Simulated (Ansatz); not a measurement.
# K: single points about a listed cell

Aim: see how energy, forces, stress and gap of K answer to random distortions, further strains and shifts, swapped elements, distortions that keep the symmetry, other functionals. Nothing is relaxed unless a step says so.

Program: Ansatz 0.2.0. Level of theory: DFT PBEsol, scalar-relativistic, plane waves, PAW. These are calculated values, not measurements.

### 1 Starting point

It takes space group Pm-3m (No. 221, cubic). Conventional cell: a = 4.310 Å, b = 4.310 Å, c = 4.310 Å, α = 90.00°, β = 90.00°, γ = 90.00°. Around K (site symmetry m-3m) lie 6 K at 4.31 Å.

Structure file:

```
K
1.0
     4.31044    0.00000    0.00000
     0.00000    4.31044    0.00000
     0.00000    0.00000    4.31044
K
1
Direct
  0.00000 0.00000 0.00000
```

The structure comes from the Materials Project (structure only).

### 2 A change within the space group

The change: strain xx, yy, zz, yz, xz, xy = -0.5, -0.5, -0.5, +0.0, +0.0, +0.0 %.

File input.yaml:

```yaml
crystal:
  lattice:
    - [4.2903097376, 0.0, 0.0]
    - [0.0, 4.2903097376, 0.0]
    - [0.0, 0.0, 4.2903097376]
  atoms:
    - { symbol: K, position: [0.0, 0.0, 0.0] }
basis:
  ecutwfc: 420
kpoints:
  mp_grid: { grid: [10, 10, 10] }
hamiltonian:
  xc: pbesol
scf:
  occupations: { method: gaussian, width: 0.1 }
output:
  forces: true
  stress: true
  eigenvalues: true
```

Command:

```sh
$ ansatz run input.yaml --threads 1 --pin off --max-ram 1331MiB --backend cpu --events-out ev --progress --plain --runs-dir out
```

### 3 A change within the space group

input.yaml: that of step 2 with these lines changed.

```diff
@@ -2,5 +2,5 @@
   lattice:
-    - [4.2903097376, 0.0, 0.0]
-    - [0.0, 4.2903097376, 0.0]
-    - [0.0, 0.0, 4.2903097376]
+    - [4.3591905606, 0.0, 0.0]
+    - [0.0, 4.3591905606, 0.0]
+    - [0.0, 0.0, 4.3591905606]
   atoms:
@@ -19 +19,2 @@
   eigenvalues: true
+  populations: true
```

### 4 A distortion that keeps the symmetry

input.yaml: that of step 3 with these lines changed.

```diff
@@ -2,5 +2,5 @@
   lattice:
-    - [4.3591905606, 0.0, 0.0]
-    - [0.0, 4.3591905606, 0.0]
-    - [0.0, 0.0, 4.3591905606]
+    - [4.400269049, 0.0, 0.0]
+    - [0.0, 4.400269049, 0.0]
+    - [0.0, 0.0, 4.400269049]
   atoms:
```

### 5 Another functional, on a distorted cell: r2SCAN

File input.yaml:

```yaml
crystal:
  lattice:
    - [4.2668178424, 0.0, 0.0]
    - [0.0, 4.2668178424, 0.0]
    - [0.0, 0.0, 4.2668178424]
  atoms:
    - { symbol: K, position: [0.0, 0.0, 0.0] }
basis:
  ecutwfc: 500
kpoints:
  mp_grid: { grid: [10, 10, 10] }
hamiltonian:
  xc: r2scan
scf:
  occupations: { method: gaussian, width: 0.1 }
output:
  forces: true
  stress: true
  eigenvalues: true
```

### 6 Random moves and strain, cell strained

File input.yaml:

```yaml
crystal:
  lattice:
    - [4.4117779224, -0.0215521974, 0.0041380219]
    - [-0.0215521974, 4.4360456967, 0.0056897801]
    - [0.0041380219, 0.0056897801, 4.4060450379]
  atoms:
    - { symbol: K, position: [0.0, 0.0, 0.0] }
basis:
  ecutwfc: 420
kpoints:
  mp_grid: { grid: [8, 8, 8] }
hamiltonian:
  xc: pbesol
scf:
  occupations: { method: gaussian, width: 0.1 }
output:
  forces: true
  stress: true
  eigenvalues: true
```

### 7 One element swapped, cell strained: K → Li, first probe

File input.yaml:

```yaml
crystal:
  lattice:
    - [3.3109403018, 0.0, 0.0]
    - [0.0, 3.3109403018, 0.0]
    - [0.0, 0.0, 3.3109403018]
  atoms:
    - { symbol: Li, position: [0.0, 0.0, 0.0] }
basis:
  ecutwfc: 420
kpoints:
  mp_grid: { grid: [6, 6, 6] }
hamiltonian:
  xc: pbesol
scf:
  occupations: { method: gaussian, width: 0.1 }
output:
  forces: true
  stress: true
  eigenvalues: true
```

### 8 One element swapped, cell strained: K → Li

input.yaml: that of step 7 with these lines changed.

```diff
@@ -10,3 +10,3 @@
 kpoints:
-  mp_grid: { grid: [6, 6, 6] }
+  mp_grid: { grid: [12, 12, 12] }
 hamiltonian:
```

### 9 Substitution of an element, cell strained: K → Cs, first probe

File input.yaml:

```yaml
crystal:
  lattice:
    - [4.7350693352, 0.0, 0.0]
    - [0.0, 4.7350693352, 0.0]
    - [0.0, 0.0, 4.7350693352]
  atoms:
    - { symbol: Cs, position: [0.0, 0.0, 0.0] }
basis:
  ecutwfc: 420
kpoints:
  mp_grid: { grid: [4, 4, 4] }
hamiltonian:
  xc: pbesol
scf:
  occupations: { method: gaussian, width: 0.1 }
output:
  forces: true
  stress: true
  eigenvalues: true
```

### 10 One element swapped, cell strained: K → Cs

input.yaml: that of step 9 with these lines changed.

```diff
@@ -10,3 +10,3 @@
 kpoints:
-  mp_grid: { grid: [4, 4, 4] }
+  mp_grid: { grid: [10, 10, 10] }
 hamiltonian:
@@ -19 +19,2 @@
   eigenvalues: true
+  populations: true
```

Before running it: what results should come out? Wanted: for each run, case; energy; pressure; largest force.

As calculated:

```
step                                             case  energy (meV/atom)  pressure (GPa)  largest force (eV/Å)  gap on the mesh (eV)
   2                  a change within the space group               +0.0            -0.1                  0.00                  0.00
   3                  a change within the space group               +4.0            -0.2                  0.00                  0.00
   4             a distortion that keeps the symmetry               +7.6            -0.3                  0.00                  0.00
   5  another functional, on a distorted cell: r2SCAN                n/a             0.1                  0.00                  0.00
   6           random moves and strain, cell strained              +4.4*            -0.3                  0.00                  0.00
   8       one element swapped, cell strained: K → Li                n/a            -2.7                  0.00                  0.00
  10       one element swapped, cell strained: K → Cs                n/a             0.2                  0.00                  0.00
```

Energies are counted from step 2, with the smearing taken to zero; a star marks another k mesh, which can shift energies by itself, so starred rows don't rank against the others. Other atoms or functionals have another zero of energy (n/a). A gap of 0.00 means none on the mesh at this level.

In words: With one atom in the cell, moving it shifts the whole crystal, so no force arises from that. The pressure is -0.1 GPa in the smallest cell and -0.3 GPa in the largest; between them shape and moved atoms count too. The distorted cells of the listed formula and level show no gap on the mesh.
